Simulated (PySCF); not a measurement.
# C4H13AlP2: the cost of one run

Programs: PySCF 2.14.0, with routines of our own; each step states its level. All values are computed. Atoms count from 0.

## 1. The starting structure

20 atoms, charge 0, multiplicity 1; geometry from: GFN2-xTB.

## 2. Magnetic properties: GIAO B97-2/pcSseg-1

The job: settings as JSON, then the geometry in Å.

```
{"job": {"kind": "mag", "xc": "B97-2", "basis": "pcSseg-1", "isotopologues": 2}, "charge": 0, "multiplicity": 1}
C      2.352471     0.088144     0.676430
C      1.781141    -1.089403     0.844190
C      0.302156    -1.297641     0.953017
P     -0.633538    -0.040714    -0.042141
C     -2.365816    -0.482403     0.387016
Al    -0.126818     2.348315    -0.515767
P     -0.484867    -0.892389    -2.021197
H      3.421749     0.198661     0.620843
H      1.767232     1.000643     0.597813
H      2.385018    -1.984796     0.930227
H     -0.014165    -1.187975     1.996882
H      0.022323    -2.302845     0.620987
H     -2.566969    -1.533623     0.182424
H     -2.541530    -0.269291     1.440693
H     -3.032226     0.139637    -0.209702
H      1.061240     2.151263    -1.531001
H     -1.555715     2.555432    -1.161361
H      0.171360     2.887344     0.923662
H      0.877771    -0.607742    -2.090900
H     -0.825964     0.330064    -2.605148
```

With the program's defaults for keys left out, this is: GIAO B97-2/pcSseg-1 magnetisability, rotational g tensor and spin-rotation constants, non-relativistic, gas phase.

Command:

```
$ OMP_NUM_THREADS=1 python excited_run.py task.json out
```

One launch serves the whole session: the jobs run in the order shown.

**Question.** How long does this first job take on 1 thread of Arm Neoverse V1, shared host, and how much memory does it need?

About 43 s, with a peak of 0.95 GiB.
